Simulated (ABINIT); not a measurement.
Runs of ABINIT 10.8.3 (patched build) on Bi2Te3 (Tellurobismuthite). It takes space group R-3m (No. 166, trigonal). Conventional cell: a = 4.386 Å, b = 4.386 Å, c = 30.497 Å, α = 90.00°, β = 90.00°, γ = 120.00°. Around Bi (site symmetry 3m) lie 6 Te at 3.07 to 3.25 Å. Te (site symmetry 3m) has 3 Bi at 3.07 Å as nearest neighbours. Te (site symmetry -3m) has 6 Bi at 3.25 Å as nearest neighbours. 

```csv
level,potentials or basis,k mesh,mesh quality,gap on the mesh (eV),largest force (eV/Å)
LDA,JTH PAW LDA v2.0,4 × 4 × 4,not flagged,0.21,(c)
PBEsol,JTH PAW PBE v2.0,3 × 3 × 3,coarse,0.25,(a)
PBEsol,JTH PAW PBE v2.0,4 × 4 × 4,not flagged,0.24,0.11
LDA,JTH PAW LDA v2.0,3 × 3 × 3,coarse,0.22,(b)
LDA,JTH PAW LDA v2.0,6 × 6 × 6,not flagged,0.20,0.17
```

Alike in all rows: task single point; no spin polarisation; cell as given; cutoff (eV) 408; smearing fermi-dirac 0.05 eV.

Task: Fill in the values left out.

Result: (a) 0.21; (b) 0.28; (c) 0.19.

Caveats: some runs use coarse meshes; spin-orbit coupling is left out, which as a rule narrows the gap of such compounds by several tenths of an eV; the PAW data sets were made with another functional, which shifts forces and pressure a little (some runs); an odd mesh through Γ misses points on the zone boundary, where band edges often lie (some runs).

A k mesh can miss the band edges, and the runs leave out spin-orbit coupling on Bi, Te.

Runs at the PBE level aren't shown here.
